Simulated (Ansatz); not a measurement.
The system is LiTiB4.

```xyz
6
Lattice="3.0210 0.0000 0.0000 -1.5105 2.6162 0.0000 0.0000 0.0000 6.7608" Properties=species:S:1:pos:R:3 pbc="T T T"
Li    0.0000    0.0000    3.3804
Ti    0.0000    0.0000    0.0000
B     0.0000    1.7442    5.1879
B     1.5105    0.8721    5.1879
B     0.0000    1.7442    1.5730
B     1.5105    0.8721    1.5730
```

The cell was built by a generator and needn't be a form met in nature.

| Property | Result |
| --- | --- |
| Program | Ansatz 0.2.0 |
| Task | relaxation of cell and atoms |
| Functional | PBEsol |
| Potentials or basis | Ansatz PAW |
| Cutoff | 420 eV (not typed: the program's choice for these potentials) |
| k mesh | 7 × 7 × 3 |
| Occupations | fermi-dirac, width 0.05 eV |
| Spin | no spin polarisation |

At the start: volume 8.91 Å³/atom.

Where does the relaxation end?

It ends after 7 steps and the volume is 8.70 Å³/atom (-2.3 %); space group P6/mmm (No. 191, to 0.05 Å).

Step by step:
```tsv
step	energy change (eV)	largest force (eV/Å)	volume (Å³)
1	0.0000	0.1295	53.43
2	-0.0154	0.0133	52.51
3	-0.0167	0.0005	52.20
4	-0.0167	0.0001	52.24
5	-0.0155	0.0000	52.24
6	-0.0156	0.0002	52.22
7	-0.0155	0.0003	52.22
```

Final structure:
```xyz
6
Lattice="3.0111 0.0000 0.0000 -1.5055 2.6077 0.0000 0.0000 0.0000 6.6501" Properties=species:S:1:pos:R:3 pbc="T T T"
Li    0.0000    0.0000    3.3250
Ti    0.0000    0.0000    0.0000
B     0.0000    1.7385    5.1009
B     1.5055    0.8692    5.1009
B     0.0000    1.7385    1.5492
B     1.5055    0.8692    1.5492
```

Caveat: the plane-wave basis is chosen anew once the cell has moved, so the energies of steps on either side of that aren't comparable; the PAW data sets come from PBE, with cores solved anew for the run's functional, which leaves a small shift of forces and pressure.
